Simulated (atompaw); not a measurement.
# Ytterbium: generating and testing a PAW (atompaw) potential

Task: generate the file, and judge it by its logarithmic derivatives, its ghosts and its cutoff.

The numbers are computed with atompaw 4.2.0.5 (PBE, scalar-relativistic, spin-unpolarised reference atom).

### 1 The atom and the settings

The settings as typed:

| Property | Result |
| --- | --- |
| element | ytterbium (Yb, Z = 70) |
| type | PAW |
| frozen core | [Kr] |
| valence charge | 34 |
| reference configuration | 4d10 4f13 5s2 5p6 5d0 6s0 6p0 (charge +3) |
| partial waves | 5s (bound): rc 2.05 bohr; 6s (bound, empty): rc 2.45 bohr; 5p (bound): rc 2.10 bohr; 6p (bound, empty): rc 2.65 bohr; 4d (bound): rc 0.65 bohr; 5d (bound, empty): rc 2.65 bohr; 4f (bound): rc 1.25 bohr; 4f channel at -2.1 Ry: rc 1.25 bohr |
| local potential | troulliermartins scheme with l = 4 at 0 Ry, radius 1.80 bohr |
| core correction | smooth core density matched at 1.85 bohr |
| augmentation charge | besselshape compensation charge, radius 2.20 bohr; PAW radius 2.65 bohr; waves and projectors: custom polynom vanderbiltortho |

The outer shells as boxes (Hund's rule for the drawing; the calculation is spin-unpolarised):

```
[Kr] core
4d [↑↓][↑↓][↑↓][↑↓][↑↓]
4f [↑↓][↑↓][↑↓][↑↓][↑↓][↑↓][↑ ]
5s [↑↓]
5p [↑↓][↑↓][↑↓]
5d [  ][  ][  ][  ][  ]
6s [  ]
6p [  ][  ][  ]
```

An earlier all-electron run gives the scale for the radii.

All-electron outer shells of the reference configuration (PBE, scalar-relativistic, ld1.x):

```
shell  level (eV)  outermost node (bohr)  outermost maximum (bohr)
   4s     -494.30                   0.25                      0.46
   4p     -372.32                   0.26                      0.48
   4d     -211.82                   0.24                      0.49
   5s      -85.77                   0.58                      1.07
   5p      -57.10                   0.62                      1.21
   4f      -36.00                      –                      0.48
   5d      -25.06                   0.70                      1.67
   6s      -24.25                   1.41                      2.66
   6p      -18.02                   1.66                      3.16
```

### 2 The generation run

Contents of Yb.input:

```
Yb 70
GGA-PBE scalarrelativistic loggrid 2001 logderivrange -18 5 576
6 6 5 4 0 0
6 0 0
6 1 0
5 2 0
4 3 13
0 0 0
c
c
c
c
v
v
c
c
c
v
v
c
v
v
v
3
2.65 2.20 1.80 1.85
n
n
n
y
-2.1
n
custom polynom vanderbiltortho besselshape
4 0 troulliermartins
2.05
2.45
2.10
2.65
0.65
2.65
1.25
1.25
PWSCFOUT
UPFDX 0.0125d0 UPFXMIN -7.d0 UPFZMESH 70.d0
END
```

Run with:

```sh
$ atompaw < Yb.input > Yb.log
```

Q: Predict the outcome of this session. Wanted: cutoffs for 10 and 1 mRy, occupied levels; bound ghosts; largest phase difference near zero energy, channels read; lowest eigenvalue of the overlap; share of valence orbitals outside the PAW sphere; UPF file.

**Answer**, as computed:

```
                                                quantity                                                      value
               cutoffs for 10 and 1 mRy, occupied levels                                over 300 Ry and over 300 Ry
                                            bound ghosts                                                 none found
largest phase difference near zero energy, channels read                                                  2.830 rad
         lowest eigenvalue of the overlap (Bessel basis)                                                  0.588 (s)
        share of valence orbitals outside the PAW sphere  5s 0 %, 6s 59 %, 5p 2 %, 6p 79 %, 4d 0 %, 5d 20 %, 4f 0 %
                                                UPF file                                                    written
```

In words: By its cutoff, over 300 Ry for the looser tolerance, it is very hard. The slowest occupied level is 4d: taken alone it needs over 300 Ry to come within 1 mRy, against 140 Ry for 4f. It is free of bound ghosts as far as tested. Of the channels read, d scatters worst near zero energy, by up to 2.83 rad. A step near π is an extra or missing state, not a misfit of shape. In the p channel the atom's pole at 2.68 Ry sits lower, at 1.49 Ry, in the pseudo curve. The pseudo curves have a pole with no partner nearby in the atom's: d at 0.49 Ry. At positive energy that is a spurious or a displaced resonance.
